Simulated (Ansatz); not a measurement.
# CH3ClMgO: up Jacob's ladder to CCSD(T)

Aim: compute CH3ClMgO with functionals from several rungs and with coupled cluster. The yardstick is the atomisation energy at the CCSD(T) limit.

Computed with Ansatz 0.2.0, Gaussian basis. Level: functionals in def2-TZVPP, the program's frozen cores in correlated methods.

Levels to be run: LDA (SPW92), PBE-D4, revPBE-D4, BLYP-D4, r2SCAN-D4, B97M-V, PBE0-D4, B3LYP-D4, r2SCANh-D4, r2SCAN0-D4, HSE06-D4, BHLYP-D4, CAM-B3LYP-D4, LC-ωPBE, ωB97X-V, ωB97M-V, B2PLYP, PBE-QIDH; CCSD(T)/def2-SVP; CCSD(T)/def2-TZVPP; MP2/def2-QZVPP; extrapolation to the limit; RPA on PBE.

## Step 1: The geometry

An earlier PBE0-D4 in a triple-zeta def2 set relaxation fixed the geometry.

SMILES `C[O][Mg][Cl]`, 7 atoms, charge 0, spin multiplicity 1.

Atoms are counted from 1 here; the program's logs count them from 0.

Bond lengths: C1–O2 1.378 Å, C1–H5 1.099 Å, C1–H6 1.099 Å, C1–H7 1.099 Å, O2–Mg3 1.749 Å, Mg3–Cl4 2.176 Å. Angles: O2–C1–H5 111.6°, O2–C1–H6 111.6°, O2–C1–H7 111.6°, H5–C1–H6 107.2°, H5–C1–H7 107.2°, H6–C1–H7 107.2°, C1–O2–Mg3 179.8°, O2–Mg3–Cl4 180.0°.

## Step 2: LDA

This LDA is Slater exchange with PW92 correlation.

in.yaml reads:

```yaml
crystal:
  periodic: [false, false, false]
  atoms:
    - {symbol: C, position_ang: [0.659146, 1.022647, 0.127955]}
    - {symbol: O, position_ang: [-0.073749, -0.134223, -0.024461]}
    - {symbol: Mg, position_ang: [-0.998381, -1.606303, -0.215055]}
    - {symbol: Cl, position_ang: [-2.149151, -3.437917, -0.452319]}
    - {symbol: H, position_ang: [0.813984, 1.533335, -0.832625]}
    - {symbol: H, position_ang: [0.157342, 1.734498, 0.797996]}
    - {symbol: H, position_ang: [1.652109, 0.820063, 0.552808]}
basis:
  gaussian: {orbitals: def2-TZVPP}
hamiltonian: {xc: lda}
output: {orbitals: {seedname: orbitals}}
```

Started as:

```
$ ansatz run in.yaml --threads 4 --pin off --events-out ev --progress --plain --max-ram 10444MiB
```

After this run come: PBE-D4 (GGA); revPBE-D4 (GGA); BLYP-D4 (GGA); r2SCAN-D4 (meta-GGA); B97M-V (meta-GGA); B3LYP-D4 (hybrid); r2SCANh-D4 (hybrid); r2SCAN0-D4 (hybrid); HSE06-D4 (hybrid); BHLYP-D4 (hybrid); CAM-B3LYP-D4 (range-separated); LC-ωPBE (range-separated); ωB97X-V (range-separated); ωB97M-V (range-separated); B2PLYP (double hybrid); PBE-QIDH (double hybrid); CCSD(T) in def2-SVP; CCSD(T) in def2-TZVPP; MP2 in def2-QZVPP; RPA on PBE orbitals.

**Question.** What will the summary of the whole plan be? Wanted: atomisation energy, CCSD(T)/CBS; farthest beyond LDA; mean size of error, GGA; mean size of error, meta-GGA; mean size of error, hybrid; mean size of error, range-separated; mean size of error, double hybrid; gap, smallest and largest; T1 diagnostic.

As calculated:

| quantity | value |
| --- | --- |
| atomisation energy, CCSD(T)/CBS | 25.074 eV |
| functionals within 0.125 eV (0.5 %) | r2SCAN-D4 |
| farthest beyond LDA | BHLYP-D4 (-1.129 eV) |
| mean size of error, GGA | 0.354 eV |
| mean size of error, meta-GGA | 0.109 eV |
| mean size of error, hybrid | 0.460 eV |
| mean size of error, range-separated | 0.182 eV |
| mean size of error, double hybrid | 0.446 eV |
| gap, smallest and largest | 3.73 eV (BLYP-D4), 10.79 eV (LC-ωPBE) |
| T1 diagnostic | 0.0096 |
| triples share of the correlation energy | 3.0 % |

In words: The LDA atomisation energy is off by 3.198 eV (13 %): it overbinds. PBE-D4 is off by +0.140 eV. Double hybrids carry the basis error of their MP2 part in triple zeta, and no dispersion term here, so their miss is partly the set-up's. Taken by rung, meta-GGA functionals do best (0.109 eV on average) and hybrid ones worst beyond LDA (0.460 eV). The mean of the hybrids holds BHLYP, with half exact exchange. The reference freezes the cores and leaves out relativity and excitations past (T), so misses under about 0.125 eV can't be ranked. Hartree-Fock recovers 73 % of the binding; the rest is correlation. CCSD(T) in def2-SVP is off by -1.479 eV, which most functionals beat. Orbital gaps span 3.7 to 10.8 eV; exact exchange widens them. Correlated methods include outer-core shells of Mg, which these sets cover unevenly.
